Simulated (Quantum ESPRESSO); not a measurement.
Crystal: WF.

```xyz
2
Lattice="1.3659 0.7886 5.0696 -1.3659 0.7886 5.0696 0.0000 -1.5772 5.0696" Properties=species:S:1:pos:R:3 pbc="T T T"
W     0.0000    0.0000   12.3818
F     0.0000    0.0000   14.2525
```

The cell was built by a generator and needn't be a form met in nature.

```yaml
Program: Quantum ESPRESSO 7.5
Task: single point
Functional: PBE
Potentials_or_basis: SSSP 1.3 efficiency PBE
Cutoff: 748 eV
Density_cutoff: 5987 eV
k_mesh: 11 × 11 × 11
Occupations: fermi-dirac, width 0.05 eV
Spin: no spin polarisation
```

On this cell: pressure 1.4 GPa; largest force 0.276 eV/Å; band gap on the k mesh none (metal or under the smearing width).

The same run follows on a disturbed copy (atoms moved at random, drawn with an rms of 0.05 Å):

```
W F
1.0
     1.36589    0.78860    5.06960
    -1.36589    0.78860    5.06960
     0.00000   -1.57719    5.06960
W F
1 1
Direct
  0.80675 0.82359 0.80367
  0.93025 0.95981 0.91838
```

**Question.** What changes?

**Answer.** The energy (extrapolated to zero smearing) moves by +1.7 meV/atom; pressure -1.1 GPa; largest force 0.435 eV/Å; band gap on the k mesh none (metal or under the smearing width).

Forces in eV/Å, atoms in the order of the input:
```
W   -0.046  0.064  0.428
F    0.046 -0.064 -0.428
```

Stress tensor (GPa, compression positive):
```
 0.87  0.01  0.45
 0.01  0.87 -0.61
 0.45 -0.61 -5.01
```

Caveats: an odd number of electrons without spin polarisation forces a metal; a magnetic or distorted state may lie lower.
